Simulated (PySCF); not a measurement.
# C3H9BO2Si2: the cost of one run

The runs use PySCF 2.14.0, with density-fitted response routines of our own; the level of theory stands in each step. All values are computed, except where a source is named. Atoms count from 0, in the outputs and in this text.

### Step 1. Starting geometry

17 atoms, charge 0, multiplicity 1; geometry from: GFN2-xTB.

Bonds of the start (Å): B0–Si1 1.95, Si1–O2 1.64, Si1–C3 1.87, C3–C4 1.21, C4–C5 1.45, Si1–O6 1.65, O6–Si7 1.61, B0–H8 1.17, B0–H9 1.17, O2–H10 0.95, C5–H11 1.09, C5–H12 1.09, C5–H13 1.09, Si7–H14 1.47, Si7–H15 1.46, Si7–H16 1.46.

### Step 2. Excited states and response: CAM-B3LYP/def2-SVPD

Job settings and geometry (Å):

```
{"job": {"kind": "uv", "xc": "CAM-B3LYP", "basis": "def2-SVPD", "nstates": 8, "ntriplets": 3}, "charge": 0, "multiplicity": 1}
B     -0.773485    -1.685317    -1.835135
Si    -0.774028    -0.985391    -0.016952
O     -1.366841    -2.121397     1.001519
C      0.902211    -0.421474     0.585217
C      1.985428    -0.038145     0.949588
C      3.284389     0.419362     1.394641
O     -1.735899     0.337968     0.203786
Si    -2.221681     1.845481    -0.080302
H     -1.086221    -1.028147    -2.749761
H     -0.415672    -2.773581    -2.061986
H     -1.569484    -1.905487     1.909386
H      4.011569     0.316035     0.589208
H      3.616589    -0.171371     2.248102
H      3.229048     1.467203     1.689313
H     -2.555337     1.977654    -1.500807
H     -3.397351     2.015377     0.772539
H     -1.140233     2.763260     0.278293
```

With the program's defaults for keys left out, this is: TDDFT CAM-B3LYP/def2-SVPD, vertical, gas phase, core orbitals frozen in the response.

The run is started by

```bash
> OMP_NUM_THREADS=1 python probes_run.py task.json out
```

The driver reads the jobs from task.json and runs them one after another.

Q: Estimate the wall time and peak memory of this job on 1 thread of Arm Neoverse V1, shared host.

About 78 s, with a peak of 1.2 GiB.
